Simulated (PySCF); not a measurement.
**[PbF3]+: other spin states, a change of charge and excitations**

Aim: at the relaxed geometry of [PbF3]+, try other spin states, a change of charge and excitations. The structure is generated, not taken from experiment.

Program: PySCF 2.14.0. Level of theory: PBE, Pb def2-SVP with ECP60, F def2-SVP; scalar-relativistic core potentials, no spin–orbit coupling. These are calculated values, not measurements.

2 further runs of the same task are left out: 2 for a known fault of the program.

## 1. Starting geometry

4 atoms, charge 1, spin multiplicity 1.

Bond lengths: Pb1–F2 2.011 Å, Pb1–F3 2.008 Å, Pb1–F4 2.008 Å. Angles: F2–Pb1–F3 116.9°, F2–Pb1–F4 116.9°, F3–Pb1–F4 126.1°.

As a file:

```xyz
4
F3Pb
Pb   -0.04812   -0.00005   -0.00004
F     1.96328   -0.00152    0.00029
F    -0.95595    1.79138   -0.00013
F    -0.95922   -1.78980   -0.00013
```

Formal oxidation states: Pb +4. An earlier session relaxed this geometry at PBE, Pb def2-SVP with ECP60, F def2-SVP (singlet, point group C2v).

Its energy there is -491.531222 Eh.

## 2. Multiplicity 3 at the relaxed geometry

run.py (the lines that set the calculation)

```python
mol = gto.M(atom='''
Pb    -0.04812    -0.00005    -0.00004
F      1.96328    -0.00152     0.00029
F     -0.95595     1.79138    -0.00013
F     -0.95922    -1.78980    -0.00013''',
    basis={'Pb': 'def2-SVP', 'F': 'def2-SVP'},
    ecp={'Pb': 'def2-SVP'},
    charge=1, spin=2)
mf = dft.UKS(mol, xc='PBE')
mf.grids.atom_grid = (50, 194)
mf = mf.density_fit()  # fitting sets: Pb def2-universal-JKFIT, F def2-universal-JKFIT
mf.conv_tol = 1e-08; mf.max_cycle = 55
mf.kernel(dm0)  # dm0: free metal ions and neutral atoms
```

Launch:

```bash
$ OMP_NUM_THREADS=2 python run.py
```

Output:

```text
init E= -497.151290891577
cycle= 1 E= -490.818673864557  delta_E= 6.33  |g|= 1.28  |ddm|= 2.46
cycle= 2 E= -489.608995316393  delta_E= 1.21  |g|= 2.15  |ddm|= 2.72
cycle= 3 E= -491.274626035324  delta_E= -1.67  |g|= 0.528  |ddm|= 1.85
cycle= 4 E= -490.756894660182  delta_E= 0.518  |g|= 1.19  |ddm|= 1.29
cycle= 5 E= -490.751109726771  delta_E= 0.00578  |g|= 1.16  |ddm|= 1.16
cycle= 6 E= -491.183272632372  delta_E= -0.432  |g|= 0.68  |ddm|= 0.514
cycle= 7 E= -491.191721216124  delta_E= -0.00845  |g|= 0.664  |ddm|= 0.949
cycle= 8 E= -491.292754505467  delta_E= -0.101  |g|= 0.511  |ddm|= 0.946
cycle= 9 E= -491.378930322142  delta_E= -0.0862  |g|= 0.363  |ddm|= 0.784
cycle= 10 E= -491.279008926475  delta_E= 0.0999  |g|= 0.53  |ddm|= 0.937
cycle= 11 E= -491.274499302514  delta_E= 0.00451  |g|= 0.536  |ddm|= 0.0346
cycle= 12 E= -491.263854814367  delta_E= 0.0106  |g|= 0.553  |ddm|= 0.029
cycle= 13 E= -491.262129171763  delta_E= 0.00173  |g|= 0.555  |ddm|= 0.0122
cycle= 14 E= -491.26286049288  delta_E= -0.000731  |g|= 0.554  |ddm|= 0.00377
cycle= 15 E= -491.257928526697  delta_E= 0.00493  |g|= 0.562  |ddm|= 0.0318
cycle= 16 E= -491.267080179791  delta_E= -0.00915  |g|= 0.549  |ddm|= 0.0456
cycle= 17 E= -491.31540403533  delta_E= -0.0483  |g|= 0.48  |ddm|= 0.181
cycle= 18 E= -491.280344864213  delta_E= 0.0351  |g|= 0.531  |ddm|= 0.137
cycle= 19 E= -491.082950793964  delta_E= 0.197  |g|= 0.813  |ddm|= 1.02
cycle= 20 E= -491.066621734756  delta_E= 0.0163  |g|= 0.842  |ddm|= 1.07
cycle= 21 E= -491.285203012549  delta_E= -0.219  |g|= 0.526  |ddm|= 0.975
...
  HOMO = -0.515901731871  LUMO = -0.476594498594  gap/eV = 1.06960
cycle= 54 E= -491.254608571009  delta_E= -0.000723  |g|= 0.582  |ddm|= 0.0231
  HOMO = -0.516089762235  LUMO = -0.479977451818  gap/eV = 0.98267
cycle= 55 E= -491.264830513795  delta_E= -0.0102  |g|= 0.563  |ddm|= 0.0239
SCF not converged.
  HOMO = -0.392449707458  LUMO = -0.390291865189  gap/eV = 0.05872
macro= 0  E= -491.3896245796  delta_E= -0.124794  |g|= 0.125824  3 KF 19 JK
macro= 1  E= -491.419439125511  delta_E= -0.0298145  |g|= 0.24743  3 KF 17 JK
macro= 2  E= -491.446216028006  delta_E= -0.0267769  |g|= 0.0332449  3 KF 16 JK
macro= 3  E= -491.448768730491  delta_E= -0.0025527  |g|= 0.0279039  3 KF 15 JK
macro= 4  E= -491.450747520795  delta_E= -0.00197879  |g|= 0.0345269  3 KF 15 JK
macro= 5  E= -491.451012240509  delta_E= -0.00026472  |g|= 0.0447149  3 KF 21 JK
macro= 6  E= -491.453098936271  delta_E= -0.0020867  |g|= 0.00716749  4 KF 28 JK
macro= 7  E= -491.453371546915  delta_E= -0.000272611  |g|= 0.0116046  2 KF 8 JK
macro= 8  E= -491.453540556162  delta_E= -0.000169009  |g|= 0.00886543  4 KF 26 JK
macro= 9  E= -491.453440817281  delta_E= 9.97389e-05  |g|= 0.00588118  2 KF 7 JK
macro= 10  E= -491.453587084188  delta_E= -0.000146267  |g|= 0.00234356  3 KF 11 JK
macro= 11  E= -491.453599623  delta_E= -1.25388e-05  |g|= 0.000639929  2 KF 12 JK
macro= 12  E= -491.453599697573  delta_E= -7.45731e-08  |g|= 0.000160737  1 KF 8 JK
macro= 13  E= -491.453599697574  delta_E= -1.02318e-12  |g|= 2.08947e-05  1 KF 2 JK
macro X = 14  E=-491.453599697574  |g|= 2.08947e-05  total 38 KF 220 JK
converged SCF energy = -491.453599697574  <S^2> = 2.0043091  2S+1 = 3.0028714
```

Wall time 34 s (2 threads of Arm Neoverse V1, shared host).

It gives: E = -491.453600 Eh (+2.112 eV from the relaxed state), HOMO -14.05 eV, LUMO -15.95 eV (over both spins), ⟨S²⟩ = 2.004, Mulliken charge on Pb1 +1.35 e. An empty level of one spin lies below a filled level of the other.

## 3. One electron removed, multiplicity 2

Edit run.py (the lines that set the calculation) of step 2 so:

```diff
@@ -7,3 +7,3 @@
     ecp={'Pb': 'def2-SVP'},
-    charge=1, spin=2)
+    charge=2, spin=1)
 mf = dft.UKS(mol, xc='PBE')
@@ -12,2 +12,2 @@
 mf.conv_tol = 1e-08; mf.max_cycle = 55
-mf.kernel(dm0)  # dm0: free metal ions and neutral atoms
+mf.kernel(dm0)  # dm0: the density of the relaxed state
```

Launch:

```bash
$ OMP_NUM_THREADS=2 python run.py
```

Output:

```text
init E= -491.534880768434
  HOMO = -0.587418484533  LUMO = -0.584493339768  gap/eV = 0.07960
cycle= 1 E= -490.610565515107  delta_E= 0.924  |g|= 0.607  |ddm|= 0.683
cycle= 2 E= -489.296831367736  delta_E= 1.31  |g|= 1.76  |ddm|= 1.83
  HOMO = -0.903105742861  LUMO = -0.901069250267  gap/eV = 0.05542
cycle= 3 E= -490.434648517657  delta_E= -1.14  |g|= 0.846  |ddm|= 1.63
  HOMO = -0.792167638008  LUMO = -0.78826468845  gap/eV = 0.10620
cycle= 4 E= -489.606836412983  delta_E= 0.828  |g|= 1.51  |ddm|= 1.51
  HOMO = -0.866512239684  LUMO = -0.859402598309  gap/eV = 0.19346
cycle= 5 E= -490.548944855555  delta_E= -0.942  |g|= 0.666  |ddm|= 0.874
  HOMO = -0.867213555401  LUMO = -0.865028376491  gap/eV = 0.05946
cycle= 6 E= -490.735122430657  delta_E= -0.186  |g|= 0.34  |ddm|= 0.97
  HOMO = -0.86953115137  LUMO = -0.86435968244  gap/eV = 0.14072
cycle= 7 E= -490.605167655021  delta_E= 0.13  |g|= 0.581  |ddm|= 0.965
  HOMO = -0.867803889904  LUMO = -0.865007626662  gap/eV = 0.07609
cycle= 8 E= -490.643158594151  delta_E= -0.038  |g|= 0.521  |ddm|= 0.188
  HOMO = -0.868194326229  LUMO = -0.866031179292  gap/eV = 0.05886
cycle= 9 E= -490.669960705105  delta_E= -0.0268  |g|= 0.482  |ddm|= 0.103
  HOMO = -0.869061279313  LUMO = -0.865791942759  gap/eV = 0.08896
cycle= 10 E= -490.63840339547  delta_E= 0.0316  |g|= 0.529  |ddm|= 0.109
  HOMO = -0.865743008098  LUMO = -0.858767451894  gap/eV = 0.18981
cycle= 11 E= -490.568387660903  delta_E= 0.07  |g|= 0.635  |ddm|= 0.175
...
  HOMO = -0.871316786903  LUMO = -0.77012370574  gap/eV = 2.75360
cycle= 48 E= -490.800203334827  delta_E= -2.1e-05  |g|= 0.0152  |ddm|= 0.00207
  HOMO = -0.871378222183  LUMO = -0.770128592493  gap/eV = 2.75514
cycle= 49 E= -490.800225687413  delta_E= -2.24e-05  |g|= 0.0136  |ddm|= 0.00187
  HOMO = -0.871402757955  LUMO = -0.770129861764  gap/eV = 2.75578
cycle= 50 E= -490.800244574918  delta_E= -1.89e-05  |g|= 0.0122  |ddm|= 0.00179
  HOMO = -0.871438502163  LUMO = -0.770119781257  gap/eV = 2.75702
cycle= 51 E= -490.800269684717  delta_E= -2.51e-05  |g|= 0.00985  |ddm|= 0.00268
  HOMO = -0.871473936172  LUMO = -0.770104582502  gap/eV = 2.75840
cycle= 52 E= -490.800287866333  delta_E= -1.82e-05  |g|= 0.00786  |ddm|= 0.00325
  HOMO = -0.871431492314  LUMO = -0.770123423337  gap/eV = 2.75673
cycle= 53 E= -490.80029337454  delta_E= -5.51e-06  |g|= 0.00729  |ddm|= 0.00214
  HOMO = -0.871352327825  LUMO = -0.77012817561  gap/eV = 2.75445
cycle= 54 E= -490.800298213603  delta_E= -4.84e-06  |g|= 0.00665  |ddm|= 0.00163
  HOMO = -0.871341242172  LUMO = -0.770129393048  gap/eV = 2.75411
cycle= 55 E= -490.800301133283  delta_E= -2.92e-06  |g|= 0.00624  |ddm|= 0.000984
SCF not converged.
  HOMO = -0.870039943878  LUMO = -0.868432385992  gap/eV = 0.04374
macro= 0  E= -490.800321319604  delta_E= -2.01863e-05  |g|= 0.000213179  2 KF 8 JK
macro= 1  E= -490.800321319609  delta_E= -4.66116e-12  |g|= 2.5904e-05  1 KF 2 JK
macro X = 2  E=-490.800321319609  |g|= 2.5904e-05  total 4 KF 13 JK
converged SCF energy = -490.800321319609  <S^2> = 0.75242009  2S+1 = 2.0024186
```

It took 18 s on 2 threads of Arm Neoverse V1, shared host.

Result: E = -490.800321 Eh (+19.889 eV from the relaxed state), HOMO -23.71 eV, LUMO -23.68 eV (over both spins), ⟨S²⟩ = 0.752, Mulliken charge on Pb1 +1.82 e. 

## 4. One electron added, multiplicity 2

Edit run.py (the lines that set the calculation) of step 3 so:

```diff
@@ -7,3 +7,3 @@
     ecp={'Pb': 'def2-SVP'},
-    charge=2, spin=1)
+    charge=0, spin=1)
 mf = dft.UKS(mol, xc='PBE')
```

Launch:

```bash
$ OMP_NUM_THREADS=2 python run.py
```

Output:

```text
init E= -491.53458809902
  HOMO = -0.512283376241  LUMO = -0.504048483659  gap/eV = 0.22408
cycle= 1 E= -491.878130342999  delta_E= -0.344  |g|= 0.271  |ddm|= 1.34
  HOMO = -0.186794245812  LUMO = -0.161736176685  gap/eV = 0.68186
cycle= 2 E= -491.822233009019  delta_E= 0.0559  |g|= 0.493  |ddm|= 0.678
  HOMO = -0.232632508529  LUMO = -0.207619176354  gap/eV = 0.68065
cycle= 3 E= -491.900229010149  delta_E= -0.078  |g|= 0.0998  |ddm|= 0.382
  HOMO = -0.239013473404  LUMO = -0.213149193904  gap/eV = 0.70380
cycle= 4 E= -491.90427450454  delta_E= -0.00405  |g|= 0.0377  |ddm|= 0.153
  HOMO = -0.239655924466  LUMO = -0.213584584829  gap/eV = 0.70944
cycle= 5 E= -491.904708789306  delta_E= -0.000434  |g|= 0.019  |ddm|= 0.0483
  HOMO = -0.240119789586  LUMO = -0.213637388522  gap/eV = 0.72062
cycle= 6 E= -491.904857341189  delta_E= -0.000149  |g|= 0.0015  |ddm|= 0.0172
  HOMO = -0.240210610869  LUMO = -0.213620983635  gap/eV = 0.72354
cycle= 7 E= -491.904858348325  delta_E= -1.01e-06  |g|= 0.0002  |ddm|= 0.00162
  HOMO = -0.240205582858  LUMO = -0.213602283283  gap/eV = 0.72391
cycle= 8 E= -491.904858319468  delta_E= 2.89e-08  |g|= 0.000334  |ddm|= 0.000407
  HOMO = -0.240204518813  LUMO = -0.21359902592  gap/eV = 0.72397
cycle= 9 E= -491.904858364813  delta_E= -4.53e-08  |g|= 4.85e-05  |ddm|= 0.000303
  HOMO = -0.240203765164  LUMO = -0.213596884469  gap/eV = 0.72401
cycle= 10 E= -491.904858365885  delta_E= -1.07e-09  |g|= 5.82e-06  |ddm|= 6.03e-05
  HOMO = -0.240204295702  LUMO = -0.213597398913  gap/eV = 0.72401
Extra cycle  E= -491.904858365801  delta_E= 8.39e-11  |g|= 1.59e-05  |ddm|= 2.01e-05
converged SCF energy = -491.904858365801  <S^2> = 0.75148488  2S+1 = 2.0014843
```

Wall time 1.3 s (2 threads of Arm Neoverse V1, shared host).

Result: E = -491.904858 Eh (-10.167 eV from the relaxed state), HOMO -6.54 eV, LUMO -5.81 eV (over both spins), ⟨S²⟩ = 0.751, Mulliken charge on Pb1 +1.02 e. 

## 5. Singlet excitations, Tamm-Dancoff B3LYP

Edit run.py (the lines that set the calculation) of step 4 so:

```diff
@@ -7,4 +7,4 @@
     ecp={'Pb': 'def2-SVP'},
-    charge=0, spin=1)
-mf = dft.UKS(mol, xc='PBE')
+    charge=1, spin=0)
+mf = dft.RKS(mol, xc='B3LYP')
 mf.grids.atom_grid = (50, 194)
```

Launch:

```bash
$ OMP_NUM_THREADS=2 python run.py
```

Output:

```text
init E= -491.815286133863
  HOMO = -0.665557441956301  LUMO = -0.494078561888436  gap/eV = 4.66618
cycle= 1 E= -491.81581561334  delta_E= -0.000529  |g|= 0.122  |ddm|= 0.335
  HOMO = -0.636875051270305  LUMO = -0.482692404778923  gap/eV = 4.19552
cycle= 2 E= -491.807149868485  delta_E= 0.00867  |g|= 0.249  |ddm|= 0.352
  HOMO = -0.656698144683988  LUMO = -0.491391437418855  gap/eV = 4.49822
cycle= 3 E= -491.818765063486  delta_E= -0.0116  |g|= 0.00689  |ddm|= 0.224
  HOMO = -0.655176327432048  LUMO = -0.490918963027728  gap/eV = 4.46967
cycle= 4 E= -491.818756990967  delta_E= 8.07e-06  |g|= 0.00953  |ddm|= 0.0137
  HOMO = -0.65603295215319  LUMO = -0.490755727344538  gap/eV = 4.49742
cycle= 5 E= -491.818775266169  delta_E= -1.83e-05  |g|= 0.00073  |ddm|= 0.00837
  HOMO = -0.656026047682226  LUMO = -0.490798512212649  gap/eV = 4.49607
cycle= 6 E= -491.818775368591  delta_E= -1.02e-07  |g|= 9.11e-05  |ddm|= 0.000788
  HOMO = -0.656019402710125  LUMO = -0.490789357462191  gap/eV = 4.49614
cycle= 7 E= -491.818775368628  delta_E= -3.71e-11  |g|= 9.13e-05  |ddm|= 0.000125
  HOMO = -0.656013917079445  LUMO = -0.490789269594341  gap/eV = 4.49599
Extra cycle  E= -491.818775352761  delta_E= 1.59e-08  |g|= 0.000295  |ddm|= 0.000315
converged SCF energy = -491.818775352761
```

It took 5.9 s on 2 threads of Arm Neoverse V1, shared host.

It gives: E = -491.818775 Eh, HOMO -17.85 eV, LUMO -13.36 eV, Mulliken charge on Pb1 +1.66 e. 

Singlet excitations:

```tsv
state	energy (eV)	oscillator strength
1	3.05	0.0001
2	3.05	0.0017
3	3.16	0.0000
4	3.25	0.0078
5	3.30	0.0112
6	3.66	0.0110
7	6.06	0.1039
8	6.29	0.1208
```

## 6. Results

| state | energy from the relaxed state (eV) | ⟨S²⟩ | time |
| --- | --- | --- | --- |
| charge +1, singlet, vacuum (relaxed) | 0 | 0.00 |  |
| charge 0, doublet, vacuum | -10.17 | 0.75 | 1.3 s |
| charge +1, triplet, vacuum | 2.11 | 2.00 | 34 s |
| charge +2, doublet, vacuum | 19.89 | 0.75 | 18 s |

An electron taken off or put on is at rest in vacuum. 

In the excitation run (B3LYP), the lowest singlet lies at 3.05 eV (gaps between orbitals at other levels can't be set against it), and the brightest of the eight at 6.29 eV (f = 0.121); spin–orbit coupling would mix in triplets. Removing an electron vertically costs 19.89 eV (doublet), against −HOMO = 16.04 eV. Adding an electron vertically releases 10.17 eV (doublet). The triplet lies 2.11 eV above at this geometry. The bases are small and lack diffuse functions. Spin–orbit coupling is left out.
